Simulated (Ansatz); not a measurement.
**Sr2SO in Ansatz: the effect of functional**

The system is Sr2SO.

```
Sr S O
1.0
     4.04324    0.00000    0.00000
     0.00000    4.04324    0.00000
     0.00000    0.00000    5.71800
Sr S O
2 1 1
Direct
  0.50000 0.50000 0.50000
  0.00000 0.00000 0.00000
  0.00000 0.00000 0.50000
  0.50000 0.50000 0.00000
```

The cell comes from a database or a generator and needn't be the stable form of this composition.

Alike in all runs:

| Item | Value |
| --- | --- |
| Program | Ansatz 0.2.0 |
| Task | band structure |
| Potentials or basis | Ansatz PAW |
| Cutoff | 420 eV (not typed: the program's choice for these potentials) |
| k mesh | 5 × 5 × 4 |
| Occupations | fermi-dirac, width 0.05 eV |
| Spin | no spin polarisation |

| functional | gap on the mesh (eV) | pressure (GPa) |
| --- | --- | --- |
| LDA | 2.14 | -4.8 |
| PBE | 2.21 | -0.2 |
| PBEsol | 2.14 | -2.7 |
| RPBE | ? | ? |

Q: What does the run with functional RPBE give?

A: gap on the mesh 2.27 eV; pressure 1.9 GPa.

Caveats: the PAW data sets come from PBE, with cores solved anew for the run's functional, which leaves a small shift of forces and pressure (some runs).

